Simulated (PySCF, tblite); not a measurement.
# C₄H₅F₂OSe radical: geometry, infrared bands and EPR parameters

Wanted: the infrared bands and EPR parameters of C₄H₅F₂OSe radical (`F[C](F)O[C@H]1CC[Se]1`), by calculation.

Programs: tblite 0.8.0 and PySCF 2.14.0, with density-fitted response routines of our own. Each step states its level of theory. These are calculated values for one molecule in the gas phase, unless marked as measured. Atoms count from 0, in the outputs and in this text.

## (1) The molecule as given

13 atoms, charge 0, multiplicity 2; geometry from: force field or distance geometry start.

Bonds of the start (Å): F0–C1 1.41, C1–F2 1.40, C1–O3 1.38, O3–C4 1.36, C4–C5 1.52, C5–C6 1.51, C6–Se7 1.94, Se7–C4 1.96, C4–H8 1.10, C5–H9 1.12, C5–H10 1.11, C6–H11 1.12, C6–H12 1.10.

## (2) Relaxing the molecule with GFN2-xTB

What the job is given:

```
{"job": {"kind": "relax", "xc": "GFN2-xTB", "basis": "xTB"}, "charge": 0, "multiplicity": 2}
F      2.750300     1.460400     0.671400
C      2.209300     0.541000    -0.247700
F      3.062300    -0.565100    -0.146400
O      0.985200     0.132700     0.251000
C     -0.112500     0.644000    -0.371300
C     -1.092700    -0.469600    -0.701700
C     -1.249100    -0.658400     0.791600
Se    -1.436700     1.272100     0.923300
H      0.064700     1.326600    -1.211600
H     -2.044600    -0.080500    -1.133500
H     -0.636300    -1.317900    -1.247100
H     -0.348800    -1.074000     1.312000
H     -2.155600    -1.210900     1.092400
```

Command:

```bash
OMP_NUM_THREADS=1 python probes_run.py task.json out
```

One launch serves the whole session: the jobs run in the order shown.

What it wrote:

```text
step      E/eV     max force
  0    -753.28802    3.073
  1    -753.68007    1.647
  2    -753.87648    0.985
  3    -753.97715    0.857
  4    -754.03897    0.496
  5    -754.05829    0.410
  6    -754.08837    0.405
  7    -754.10845    0.372
  8    -754.12968    0.372
  9    -754.14843    0.362
 10    -754.16832    0.395
 11    -754.19141    0.400
 12    -754.22171    0.422
 13    -754.25714    0.525
 14    -754.28785    0.567
 15    -754.31585    0.442
 16    -754.33676    0.391
 17    -754.35513    0.379
 18    -754.37958    0.475
 19    -754.40343    0.477
 20    -754.42314    0.469
 21    -754.42084    0.750
 22    -754.45307    0.350
 23    -754.46647    0.324
 24    -754.49121    0.313
 25    -754.50152    0.273
 26    -754.51999    0.325
 27    -754.52761    0.317
 28    -754.53493    0.297
 29    -754.54370    0.243
 30    -754.56106    0.208
 31    -754.56419    0.179
 32    -754.57040    0.152
 33    -754.57315    0.135
 34    -754.57596    0.146
 35    -754.57915    0.137
 36    -754.58226    0.101
 37    -754.58409    0.096
 38    -754.58508    0.081
 39    -754.58679    0.112
 40    -754.58949    0.154
 41    -754.59284    0.171
 42    -754.59628    0.216
 43    -754.60035    0.223
 44    -754.60527    0.206
 45    -754.61146    0.214
 46    -754.61488    0.259
 47    -754.61789    0.098
 48    -754.61889    0.089
 49    -754.62003    0.086
 50    -754.62059    0.065
 51    -754.62108    0.033
 52    -754.62122    0.034
 53    -754.62134    0.038
 54    -754.62149    0.034
 55    -754.62165    0.032
 56    -754.62178    0.032
 57    -754.62193    0.037
 58    -754.62217    0.046
 59    -754.62262    0.056
 60    -754.62331    0.061
 61    -754.62399    0.054
 62    -754.62450    0.055
 63    -754.62493    0.066
 64    -754.62543    0.074
 65    -754.62605    0.064
 66    -754.62661    0.058
 67    -754.62704    0.053
 68    -754.62743    0.050
 69    -754.62782    0.060
 70    -754.62828    0.051
 71    -754.62877    0.039
 72    -754.62899    0.035
 73    -754.62918    0.038
 74    -754.62932    0.032
 75    -754.62944    0.029
 76    -754.62953    0.025
 77    -754.62959    0.019
 78    -754.62963    0.012
 79    -754.62965    0.011
 80    -754.62967    0.009
```

Wall time 0.51 s (1 thread of Arm Neoverse V1, shared host); peak memory 0.18 GiB.

Step by step: (not every step is listed)

```
step  energy from step 0 (eV)  largest force (eV/Å)
   0                   0.0000                3.0726
   1                  -0.3921                1.6467
   2                  -0.5885                0.9846
   3                  -0.6891                0.8568
   4                  -0.7509                0.4961
   5                  -0.7703                0.4100
   6                  -0.8004                0.4046
   7                  -0.8204                0.3718
   8                  -0.8417                0.3718
  14                  -0.9998                0.5669
  20                  -1.1351                0.4693
  26                  -1.2320                0.3249
  32                  -1.2824                0.1524
  38                  -1.2971                0.0814
  44                  -1.3173                0.2064
  50                  -1.3326                0.0654
  56                  -1.3338                0.0323
  62                  -1.3365                0.0549
  68                  -1.3394                0.0499
  74                  -1.3413                0.0324
  75                  -1.3414                0.0294
  76                  -1.3415                0.0255
  77                  -1.3416                0.0186
  78                  -1.3416                0.0116
  79                  -1.3416                0.0109
  80                  -1.3417                0.0090
```

Close pairs (by a distance rule), those that changed most:

```
  bond  before (Å)  after (Å)  change (Å)
C4–Se7       1.956      2.048      +0.093
 F0–C1       1.408      1.345      -0.063
 C1–F2       1.400      1.343      -0.058
 C1–O3       1.383      1.328      -0.055
C6–Se7       1.944      1.987      +0.043
C6–H11       1.120      1.087      -0.033
 C5–H9       1.115      1.090      -0.025
 O3–C4       1.361      1.385      +0.023
```

The next job starts from the end point, and lists it.

## (3) Vibrational analysis with GFN2-xTB

What the job is given:

```
{"job": {"kind": "ir", "xc": "GFN2-xTB", "basis": "xTB"}, "charge": 0, "multiplicity": 2}
F      2.208011     2.018145    -0.272842
C      2.432419     0.733351    -0.601325
F      3.529952     0.298405     0.038435
O      1.400445    -0.099207    -0.528205
C      0.135844     0.337653    -0.171833
C     -0.950058    -0.674517    -0.506686
C     -1.751547    -0.611843     0.791716
Se    -0.279001     0.224130     1.830717
H     -0.065318     1.359507    -0.501893
H     -1.518409    -0.436640    -1.405713
H     -0.482994    -1.650990    -0.630999
H     -2.067133    -1.570159     1.195915
H     -2.596600     0.072651     0.744986
```

What it wrote:

```text
mode    cm-1     km/mol
  1      20.2      0.44
  2      41.9      0.38
  3      83.1      0.39
  4     161.0      0.08
  5     252.0      6.02
  6     313.7      4.84
  7     390.0      5.85
  8     437.0      1.47
  9     469.7     16.26
 10     516.4     14.51
 11     578.9     13.36
 12     645.6     10.69
 13     786.4      8.52
 14     877.1    141.76
 15     922.3    103.63
 16     971.4     35.24
 17    1007.4     44.52
 18    1034.1      8.60
 19    1098.9     35.29
 20    1129.2    155.79
 21    1144.5     48.91
 22    1167.9     72.60
 23    1192.5     34.30
 24    1236.7    258.54
 25    1261.4      4.02
 26    1307.6     13.44
 27    1431.3      4.55
 28    1467.4      1.98
 29    2933.1     11.21
 30    2988.4      9.98
 31    2996.6     30.40
 32    3009.0      7.32
 33    3018.9     13.36
```

It took 0.39 s on 1 thread of Arm Neoverse V1, shared host; peak memory 0.18 GiB.

Which atoms move in the most intense modes:

```
cm⁻¹  km/mol                                 atoms
 877   141.8    O3 13 %, H9 13 %, C4 12 %, C5 12 %
 922   103.6  H12 19 %, H11 13 %, O3 11 %, F0 11 %
1007    44.5                      H8 54 %, C4 17 %
1099    35.3  C4 34 %, H10 19 %, C5 16 %, H12 10 %
1129   155.8                      C1 49 %, F2 13 %
1144    48.9   H11 33 %, C6 19 %, C5 13 %, C1 12 %
1168    72.6            H12 23 %, H8 21 %, C4 12 %
1237   258.5                      C1 57 %, O3 32 %
```

## (4) EPR parameters: B3LYP/def2-TZVP-core+pcH-1

Settings changed since step 3:

```diff
@@ -1,2 +1,2 @@
-{"job": {"kind": "ir", "xc": "GFN2-xTB", "basis": "xTB"}, "charge": 0, "multiplicity": 2}
+{"job": {"kind": "epr", "basis": "pcH-1"}, "charge": 0, "multiplicity": 2}
 F      2.208011     2.018145    -0.272842
```

Method: UKS B3LYP, def2-TZVP-core on Se, pcH-1 on C F H O, non-relativistic, mean-field spin-orbit, GIAO.

What it wrote:

```text
UKS, coarse grid
  cycle   1  E = -2831.71560124  |g| = 1.56e+00
  cycle   2  E = -2831.54216345  |g| = 1.11e+00
  cycle   3  E = -2831.77753100  |g| = 5.66e-01
  cycle   4  E = -2831.87649318  |g| = 8.44e-02
  cycle   5  E = -2831.87780260  |g| = 2.47e-02
  cycle   6  E = -2831.87799629  |g| = 1.52e-02
  cycle   7  E = -2831.87807721  |g| = 2.32e-03
  cycle   8  E = -2831.87807911  |g| = 1.13e-03
  cycle   9  E = -2831.87808192  |g| = 4.65e-04
UKS, final grid
  cycle   1  E = -2831.87814726  |g| = 5.98e-04
  cycle   2  E = -2831.87814702  |g| = 1.02e-03
  cycle   3  E = -2831.87814739  |g| = 7.43e-05
  cycle   4  E = -2831.87814739  |g| = 3.61e-05
  cycle   5  E = -2831.87814739  |g| = 1.43e-05
E = -2831.87814739 Eh   <S^2> = 0.7522 (exact 0.7500)
g shifts (ppm)      1          2          3
  rmc          -281       -281       -281
  gc             77        -65        -40
  oz_so         -93       4340       5741
  total        -297       3994       5421
hyperfine (MHz)  atom isotope    a_iso     a_fc   dipolar eigenvalues
    0   19F     360.31     359.24   -193.95   -178.59    372.54
    1   13C     645.18     645.15    -68.89    -68.10    137.00
    2   19F     415.91     414.35   -219.18   -204.03    423.21
    3   17O     -86.62     -86.49    -40.06     19.10     20.96
    4   13C       8.24       8.16     -4.38     -1.02      5.40
    5   13C      -0.23      -0.24     -0.48     -0.23      0.71
    6   13C      -1.35      -1.39     -0.25     -0.09      0.34
    7  77Se      16.69      16.70    -24.58    -20.16     44.74
    8    1H       1.02       1.01     -3.63     -3.16      6.78
    9    1H      -0.69      -0.69     -1.13     -0.92      2.06
   10    1H       0.55       0.55     -1.69     -1.39      3.09
   11    1H       0.46       0.45     -0.60     -0.35      0.95
   12    1H       0.34       0.33     -0.66     -0.36      1.02
```

Run time: 3.5 min. Hardware: 1 thread of Arm Neoverse V1, shared host; peak memory 1.3 GiB.

Principal g values 2.00202, 2.00631, 2.00774; g(iso) = 2.00536, against 2.00232 for a free electron.

Mean a(iso) over the nuclei that a row names, and the largest dipolar term of the row (other rows stand at the frozen geometry):

```
nuclei  isotope  a(iso) (MHz)  a(iso) (G, at g = 2.0023)  largest dipolar term (MHz)
    C1      13C         645.2                      230.2                       137.0
F0, F2      19F         388.1                      138.5                       423.2
    O3      17O         -86.6                      -30.9                       -40.1
   Se7     77Se          16.7                        6.0                        44.7
    C4      13C           8.2                        2.9                         5.4
    C6      13C          -1.3                       -0.5                         0.3
    H8       1H           1.0                        0.4                         6.8
    H9       1H          -0.7                       -0.2                         2.1
   H10       1H           0.6                        0.2                         3.1
   H11       1H           0.5                        0.2                         1.0
   H12       1H           0.3                        0.1                         1.0
    C5      13C          -0.2                       -0.1                         0.7
```

Mulliken spin populations:

F0 0.05; C1 0.79; F2 0.06; O3 0.06; C4 0.00; C5 0.00; C6 0.00; Se7 0.04; H8 0.00; H9 0.00; H10 0.00; H11 0.00; H12 0.00

In first order the couplings over 0.8 MHz of 19F, 1H give 6 distinct lines over 277.3 G, if the averaged nuclei exchange fast.

Orbitals, density, ELF and potential are computed afterwards from the orbital file.

ELF in a plane through or near 4 of the atoms.

Values, 10 rows by 14 columns:
```
0.00 0.00 0.00 0.00 0.00 0.00 0.01 0.06 0.03 0.00 0.00 0.00 0.00 0.00
0.00 0.00 0.00 0.00 0.00 0.01 0.29 0.80 0.68 0.08 0.00 0.00 0.00 0.00
0.00 0.00 0.00 0.00 0.00 0.02 0.59 0.91 0.86 0.16 0.00 0.00 0.00 0.00
0.00 0.00 0.00 0.15 0.27 0.00 0.44 0.24 0.57 0.38 0.30 0.03 0.00 0.00
0.00 0.00 0.01 0.11 0.36 0.05 0.57 0.67 0.52 0.32 0.62 0.06 0.00 0.00
0.00 0.00 0.07 0.44 0.56 0.75 0.77 0.89 0.71 0.72 0.31 0.05 0.00 0.00
0.00 0.00 0.04 0.81 0.76 0.82 0.56 0.53 0.36 0.27 0.02 0.00 0.00 0.00
0.00 0.00 0.04 0.68 0.10 0.29 0.10 0.23 0.42 0.10 0.00 0.00 0.00 0.00
0.00 0.00 0.00 0.00 0.00 0.00 0.00 0.01 0.02 0.01 0.00 0.00 0.00 0.00
0.00 0.00 0.00 0.00 0.00 0.00 0.00 0.00 0.00 0.00 0.00 0.00 0.00 0.00
```
The map spans 11.9 Å across and 8.6 Å up, centred on the molecule. Atoms in the plane (x, y in Å): C1 (-2.6, -0.3), O3 (-1.3, -0.6), C5 (1.0, -0.7), C6 (2.0, 0.4).

log10 of the density (e/Å³) in the same plane.

Values, 10 rows by 14 columns:
```
-4.0 -4.0 -4.0 -4.0 -4.0 -3.9 -3.1 -2.7 -2.8 -3.3 -4.0 -4.0 -4.0 -4.0
-4.0 -4.0 -4.0 -4.0 -4.0 -3.0 -2.0 -1.4 -1.6 -2.4 -3.4 -4.0 -4.0 -4.0
-4.0 -4.0 -4.0 -3.5 -3.2 -2.4 -1.2 -0.3 -0.6 -1.6 -2.6 -3.5 -4.0 -4.0
-4.0 -4.0 -2.6 -1.4 -1.2 -1.8 -0.8  0.3 -0.2 -0.6 -1.2 -2.3 -3.6 -4.0
-4.0 -3.4 -1.6 -0.6 -0.3 -1.0 -0.3 -0.2 -0.2  0.8 -0.4 -1.8 -3.2 -4.0
-4.0 -3.0 -1.4 -0.2  2.1  0.4  0.3  0.1  0.2  0.0 -0.9 -2.1 -3.4 -4.0
-4.0 -3.4 -1.9 -0.7 -0.3  0.2 -0.3 -0.3  0.4 -0.7 -1.9 -2.8 -4.0 -4.0
-4.0 -4.0 -2.8 -2.0 -1.8 -1.4 -1.6 -1.2 -0.8 -1.5 -2.7 -3.9 -4.0 -4.0
-4.0 -4.0 -4.0 -3.8 -3.6 -3.7 -3.5 -2.7 -2.4 -2.8 -3.7 -4.0 -4.0 -4.0
-4.0 -4.0 -4.0 -4.0 -4.0 -4.0 -4.0 -4.0 -4.0 -4.0 -4.0 -4.0 -4.0 -4.0
```
The map spans 11.9 Å across and 8.6 Å up, centred on the molecule. Atoms in the plane (x, y in Å): C1 (-2.6, -0.3), O3 (-1.3, -0.6), C5 (1.0, -0.7), C6 (2.0, 0.4).

On the surface of density 0.002 e/bohr³ the electrostatic potential runs, from the 1st to the 99th percentile, from -0.78 V near Se7 to 1.22 V near H8.

The spin density lies nearest to C1 65 %; O3 10 %; F0, F2 about 9 % each.

## (5) Summary of results

```
                                 quantity                  value
strongest single infrared mode (GFN2-xTB)  1237 cm⁻¹, 259 km/mol
             zero-point energy (GFN2-xTB)          52.7 kcal/mol
                           g(iso) (B3LYP)                2.00536
                                     ⟨S²⟩     0.752 (exact 0.75)
       largest a(iso) (averaged by class)   13C on C1, 645.2 MHz
    surface potential, 1st and 99th percentile     -0.78 V and 1.22 V
```

In words: Relaxing lowered the energy by 1.342 eV in 80 steps; the close pair that moved most is C4–Se7, from 1.956 to 2.048 Å. No mode is imaginary among the 33: a minimum at this level. The strongest single mode, at 1237 cm⁻¹, moves mainly C1 and O3. GFN2-xTB is a fitted tight-binding method: band positions and strengths are rough. Its intensities can rank the bands wrongly. C1 carries the largest spin population, 0.79 e. The isotropic g lies 3.0 ppt above the free-electron value. The hyperfine terms hold no scalar relativity, which the heavier nuclei need.
